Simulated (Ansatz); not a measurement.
# CH₆BClOSn: how energies converge with the basis set

The task here is to estimate one member of a computed series from the others.

Program: Ansatz 0.2.0, Gaussian basis. Level of theory: one geometry, several basis sets. These are calculated values, not measurements.

Levels to be run: PBE0-D4/def2-SVP; ωB97M-V/def2-SVP; PBE0-D4/def2-QZVPP; ωB97M-V/def2-QZVPP; the functionals' def2-TZVPP values are taken from earlier runs.

1 further run of the same task is left out (for a known fault of the program). Runs told in other sessions of the task aren't counted.

**Structure used throughout**

An earlier PBE0-D4 in a triple-zeta def2 set relaxation fixed the geometry. Sn takes the def2 core potential; no spin-orbit term is included.

11 atoms, charge 0, spin multiplicity 1.

Atoms are counted from 1 here; the program's logs count them from 0.

Bond lengths: B1–C2 1.565 Å, B1–Cl3 1.969 Å, B1–H6 1.199 Å, B1–H7 1.197 Å, C2–O4 1.281 Å, C2–H8 1.100 Å, O4–Sn5 2.033 Å, Sn5–H9 1.699 Å, Sn5–H10 1.694 Å, Sn5–H11 1.692 Å. Angles: C2–B1–Cl3 79.5°, C2–B1–H6 115.4°, C2–B1–H7 116.0°, Cl3–B1–H6 108.6°, Cl3–B1–H7 110.0°, H6–B1–H7 119.5°, B1–C2–O4 124.3°, B1–C2–H8 119.4°, O4–C2–H8 116.2°, C2–O4–Sn5 123.7°, O4–Sn5–H9 102.7°, O4–Sn5–H10 102.5°, O4–Sn5–H11 103.5°, H9–Sn5–H10 115.2°, H9–Sn5–H11 115.3°, H10–Sn5–H11 115.0°.

The first run:

in.yaml reads:

```yaml
crystal:
  periodic: [false, false, false]
  atoms:
    - {symbol: B, position_ang: [1.082840, -0.313436, 1.871936]}
    - {symbol: C, position_ang: [0.126703, 0.203351, 0.745376]}
    - {symbol: Cl, position_ang: [0.167266, -1.986952, 1.384124]}
    - {symbol: O, position_ang: [0.489994, 0.427747, -0.462412]}
    - {symbol: Sn, position_ang: [-0.787737, 0.418278, -2.043318]}
    - {symbol: H, position_ang: [0.767058, -0.015831, 2.990132]}
    - {symbol: H, position_ang: [2.243032, -0.382743, 1.585791]}
    - {symbol: H, position_ang: [-0.944834, 0.329830, 0.961130]}
    - {symbol: H, position_ang: [-2.302258, 0.627863, -1.302501]}
    - {symbol: H, position_ang: [-0.244607, 1.733976, -2.962194]}
    - {symbol: H, position_ang: [-0.532057, -1.099183, -2.747364]}
basis:
  gaussian: {orbitals: def2-SVP}
hamiltonian: {xc: pbe0, dispersion: d4}
output: {orbitals: {seedname: orbitals}}
```

Run with:

```sh
> ansatz run in.yaml --threads 4 --pin off --events-out ev --progress --plain --max-ram 10444MiB
```

Steps of the session up to this table: PBE0-D4 in def2-SVP; ωB97M-V in def2-SVP; PBE0-D4 in def2-QZVPP; ωB97M-V in def2-QZVPP.

One of the session's tables, all rows but one given; the rest of the session is left out.

It belongs to the step «Density functionals: the series». 

```
functional       basis  HOMO (eV)  LUMO (eV)
   PBE0-D4    def2-SVP          ?          ?
   PBE0-D4  def2-TZVPP      -7.55      -1.67
   PBE0-D4  def2-QZVPP      -7.58      -1.70
   ωB97M-V    def2-SVP      -9.53       0.31
   ωB97M-V  def2-TZVPP      -9.79      -0.05
   ωB97M-V  def2-QZVPP      -9.83      -0.17
```

Q: Estimate the row for PBE0-D4, def2-SVP from the others.

As computed: HOMO (eV): -7.34; LUMO (eV): -1.50. In the column «HOMO (eV)» it is the highest.
